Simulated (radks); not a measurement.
# Valence configurations of Au⁺

One table from this session's results is given with a row withheld; the runs are named, their logs left out.

Program: radks (a radial shooting solver on a logarithmic mesh, Libxc functionals) version 1. Level of theory: Dirac Kohn-Sham, LDA (Slater exchange, Perdew-Wang correlation), spin-unpolarised, spherical densities, point nucleus; open shells fill j = l - 1/2 first. These are calculated values, not measurements, unless marked.

## What is computed

| Property | Result |
| --- | --- |
| element | gold (Z = 79) |
| charge | +1 |
| electrons | 78 |
| configuration | [Xe] 4f14 5d10 |
| others tried | 4f13 5d10 6p1; 4f13 5d9 6p2; 4f14 5d8 6p2; 4f12 5d10 6p2; 4f14 5d9 6s1; 4f10 5d10 6p4; 4f13 5d9 6s2; 4f13 5d10 6s1; 4f13 5d8 6s2 6p1 |

The first run:

Input:

```text
Z 79
configuration [Xe] 4f14 5d10
relativity Dirac
functional lda,pw
spin unpolarised
j_filling energy
nucleus point
c 137.035999084
```

Steps of the session up to this table: [Xe] 4f14 5d10.

One of the session's tables, all rows but one given; the rest of the session is left out.

It belongs to the step «[Xe] 4f14 5d10». Radial moments (bohr):

| level | <r> | outermost maximum (interpolated) | 90 % within | nodes |
| --- | --- | --- | --- | --- |
| 4d5/2 | 0.4634 | 0.415 | 0.692 | 1 |
| 5s1/2 | ? | ? | ? | ? |
| 4f5/2 | 0.4953 | 0.373 | 0.796 | 0 |
| 4f7/2 | 0.5024 | 0.377 | 0.807 | 0 |
| 5p1/2 | 1.003 | 0.896 | 1.46 | 3 |
| 5p3/2 | 1.104 | 0.977 | 1.61 | 3 |
| 5d3/2 | 1.537 | 1.19 | 2.40 | 2 |
| 5d5/2 | 1.607 | 1.23 | 2.53 | 2 |

Q: Estimate the row for 5s1/2 from the others.

As computed: <r>: 0.9271; outermost maximum (interpolated): 0.848; 90 % within: 1.33; nodes: 4. In the column «<r>» it lies between 4f7/2 (0.5024) and 5p1/2 (1.003).
